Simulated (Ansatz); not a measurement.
# CH₂FGaO (SMILES O=[CH][GaH][F]): functionals against CCSD(T) at one geometry

The task here is to estimate one member of a computed series from the others.

The runs use Ansatz 0.2.0, Gaussian basis; single points in def2-TZVPP.

Cores are frozen in the correlated methods. Filled d shells of the heavier atoms are correlated.

**Where the work starts**

SMILES `O=[CH][GaH][F]`, 6 atoms, charge 0, spin multiplicity 1.

Atoms are counted from 1 here; the program's logs count them from 0.

Bond lengths: O1–C2 1.357 Å, C2–Ga3 2.063 Å, C2–H5 1.240 Å, Ga3–F4 1.781 Å, Ga3–H6 1.700 Å. Angles: O1–C2–Ga3 121.9°, O1–C2–H5 129.2°, Ga3–C2–H5 106.9°, C2–Ga3–F4 103.7°, C2–Ga3–H6 143.6°, F4–Ga3–H6 112.7°.

Geometry (Å):

```xyz
6
CH2FGaO
O     1.85450    0.56760   -1.00810
C     0.62880    0.00080   -0.87720
Ga   -0.47580    0.17780    0.85560
F    -1.95580   -0.74900    0.50790
H     0.11030   -0.90750   -1.54370
H    -0.50640    0.90940    2.38930
```

Set-up of the first run:

Input file run/in.yaml:

```yaml
crystal:
  periodic: [false, false, false]
  atoms:
    - {symbol: O, position_ang: [1.854500, 0.567600, -1.008100]}
    - {symbol: C, position_ang: [0.628800, 0.000800, -0.877200]}
    - {symbol: Ga, position_ang: [-0.475800, 0.177800, 0.855600]}
    - {symbol: F, position_ang: [-1.955800, -0.749000, 0.507900]}
    - {symbol: H, position_ang: [0.110300, -0.907500, -1.543700]}
    - {symbol: H, position_ang: [-0.506400, 0.909400, 2.389300]}
basis:
  gaussian: {orbitals: def2-TZVPP}
correlation: {method: ccsd_t}
output: {forces: true}
```

The command line of these runs was not kept.

Steps of the session up to this table: CCSD(T)/def2-TZVPP; PBE0-D4/def2-TZVPP; wB97M-V/def2-TZVPP; r2SCAN-D4/def2-TZVPP; PBE-D4/def2-TZVPP; BLYP-D4/def2-TZVPP; revPBE-D4/def2-TZVPP.

One table of the session follows, with a row left open; its other results are not shown here.

```
   method  RMS force component (eV/Å)  angle to CCSD(T) forces (°)  dipole (D)
  CCSD(T)                       2.176                    reference        0.89
  PBE0-D4                       2.607                          5.4        0.86
  wB97M-V                       2.574                          4.2        0.97
r2SCAN-D4                       2.459                          4.8        0.74
   PBE-D4                       2.288                          7.3        0.66
  BLYP-D4                       2.214                          8.5        0.66
revPBE-D4                           ?                            ?           ?
```

Estimate the missing values for revPBE-D4.

**Answer.** RMS force component (eV/Å): 2.235; angle to CCSD(T) forces (°): 8.3; dipole (D): 0.65. In the column «RMS force component (eV/Å)» it lies between BLYP-D4 (2.214) and PBE-D4 (2.288).
